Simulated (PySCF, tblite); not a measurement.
**C5H8F2: geometry, infrared bands and NMR shifts**

What infrared bands and NMR shifts should C5H8F2 (`F[C@@H]1CCC[C@H]1F`) show?

Computed with tblite 0.8.0 and PySCF 2.14.0, with density-fitted response routines of our own, on a single molecule in the gas phase. Atoms are numbered from 0 throughout.

### 1 The molecule as given

15 atoms, charge 0, multiplicity 1; geometry from: force field or distance geometry start.

Bonds of the start (Å): F0–C1 1.40, C1–C2 1.53, C2–C3 1.52, C3–C4 1.50, C4–C5 1.53, C5–F6 1.37, C5–C1 1.52, C1–H7 1.08, C2–H8 1.12, C2–H9 1.10, C3–H10 1.11, C3–H11 1.13, C4–H12 1.12, C4–H13 1.11, C5–H14 1.11.

### 2 Relaxing the molecule with GFN2-xTB

The job: settings as JSON, then the geometry in Å.

```
{"job": {"kind": "relax", "xc": "GFN2-xTB", "basis": "xTB"}, "charge": 0, "multiplicity": 1}
F     -0.430100     0.264800     1.926500
C     -1.002600     0.394400     0.660200
C     -0.821500    -0.935600    -0.068800
C      0.659000    -0.974400    -0.402800
C      1.187600     0.379700    -0.036600
C     -0.067600     1.241900    -0.182800
F     -0.531400     1.200400    -1.474300
H     -2.022900     0.760100     0.680200
H     -1.371800    -0.906200    -1.042800
H     -1.106800    -1.802400     0.545700
H      0.815900    -1.249300    -1.465300
H      1.153100    -1.752900     0.251400
H      1.444100     0.396100     1.048700
H      2.021200     0.725500    -0.674800
H      0.069400     2.265900     0.213800
```

Command:

```console
$ OMP_NUM_THREADS=1 python probes_run.py task.json out
```

One launch serves the whole session: the jobs run in the order shown.

**Question.** This job is followed by: GFN2-xTB harmonic vibrations, gas phase; GIAO PBE0/pcSseg-1 NMR shielding, non-relativistic, gas phase. Predict these results of the whole session: strongest single infrared mode (GFN2-xTB); zero-point energy (GFN2-xTB); ¹³C shifts against TMS (PBE0/pcSseg-1, means over atoms taken as alike); ¹H shifts against TMS (PBE0/pcSseg-1, means over atoms taken as alike); ¹⁹F shifts against CFCl3 (PBE0/pcSseg-1, means over atoms taken as alike); surface potential, 1st and 99th percentile.

**Answer**, as computed:

| quantity | value |
| --- | --- |
| strongest single infrared mode (GFN2-xTB) | 3011 cm⁻¹, 60 km/mol |
| zero-point energy (GFN2-xTB) | 77.0 kcal/mol |
| ¹³C shifts against TMS (PBE0/pcSseg-1, means over atoms taken as alike) | 104.0, 36.8, 27.4 ppm |
| ¹H shifts against TMS (PBE0/pcSseg-1, means over atoms taken as alike) | 5.38, 2.13, 1.88, 1.84 ppm |
| ¹⁹F shifts against CFCl3 (PBE0/pcSseg-1, means over atoms taken as alike) | -208.8 ppm |
| surface potential, 1st and 99th percentile | -1.01 V and 0.83 V |

**Reading.** Over 80 steps the energy fell by 0.600 eV; of the close pairs, C3–H11 changed most, 1.131 to 1.088 Å. All 39 modes are real, so the xTB geometry is a minimum. The strongest single mode, at 3011 cm⁻¹, moves mainly H12 and H10. Unscaled tight-binding wavenumbers are off by several per cent, some by more. Its intensities can rank the bands wrongly. C1, C5 (mean) (sp3 CH bonded to F) lies farthest downfield among carbon, at 104.0 ppm; pulled downfield by the heteroatom. H7, H14 (mean) (hydrogen on an sp3 CH bonded to F) lies farthest downfield among hydrogen, at 5.38 ppm; its carbon carries F, hence the downfield position. At PBE0/pcSseg-1: The widest tensor belongs to F0, F6: span 100 ppm, with a paramagnetic part of -93 ppm.
